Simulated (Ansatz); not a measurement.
This script drives the Python package of Ansatz (0.2.0).

The script, `relaxed_scan_ch3brsi.py`:
```python
"""Relaxed scan of one distance in CH3BrSi."""

import logging
import sys

import ansatz as az
from ase import Atoms
import numpy as np

logging.basicConfig(stream=sys.stdout, format="%(levelname)s %(message)s")
log = logging.getLogger("ansatz_job")
log.setLevel(logging.INFO)


def main() -> None:
    atoms = Atoms(["C", "Si", "Br", "H", "H", "H"], positions=[
        (-0.4106, 0.3475, -0.2052),
        (0.0845, -0.7501, 1.1241),
        (2.0296, -1.5965, 0.5728),
        (0.3238, 1.2254, -0.3606),
        (-1.4317, 0.8259, -0.0029),
        (-0.5535, -0.1162, -1.1744),
    ])
    geometry = az.Crystal.molecule_from_ase(atoms)

    calculation = (
        geometry.calculation()
        .basis(gaussian="def2-SVP")
        .functional("pbe0")
    )
    symbols = [site.symbol for site in geometry.cartesian_sites]
    pairs = [(0, 1), (0, 3), (0, 4), (0, 5), (1, 2)]
    print("held (A)   E (eV)        ", "  ".join(f"{symbols[i]}{i}-{symbols[j]}{j}" for i, j in pairs))
    for length in [1.06, 1.16, 1.25, 1.39, 1.56]:
        summary = calculation.relax(constraints=[az.DistanceConstraint((0, 3), at=length)], force_tolerance=0.02, max_steps=60).run(threads=1, backend="cpu").report
        xyz = np.array(summary["positions_ang"])
        print(f"{length:6.2f} {summary['free_energy_ev']:14.5f}  ", "  ".join(f"{np.linalg.norm(xyz[i] - xyz[j]):.3f}" for i, j in pairs))


if __name__ == "__main__":
    main()
```

It is started by `python relaxed_scan_ch3brsi.py`. How long does it take on 1 thread of Arm Neoverse V2, with other jobs on the host, and how much memory does it need?

It took about 120 s, with a peak of 0.23 GiB, for 5 runs of the engine.

Running `python relaxed_scan_ch3brsi.py` prints:
```text
held (A)   E (eV)         C0-Si1  C0-H3  C0-H4  C0-H5  Si1-Br2
DeckWarning: relax.constraints: the input's atoms, or those drawn, lie off the distances that are held; a relaxation that starts there is brought onto them ahead of its first SCF, by positions alone, an atom by 4.75e-2 Å at the most. With the symmetry detection on, the symmetry is detected on the input's atoms as so brought (as typed, where only the drawn atoms reach the distances), and notices that speak of the structure as typed mean those atoms
  1.06   -78985.45107   1.900  1.060  1.102  1.105  2.271
  1.16   -78985.44274   1.897  1.160  1.102  1.102  2.270
  1.25   -78985.23727   1.892  1.250  1.102  1.100  2.270
  1.39   -78984.74072   1.879  1.390  1.101  1.099  2.271
  1.56   -78984.10183   1.856  1.560  1.100  1.099  2.283
```
(Warnings from the package without file and line, repeats left out.)

Total energies depend on the basis set; only differences at equal settings carry meaning. The energies are electronic: no zero-point or thermal terms, and the basis set is short of its limit.
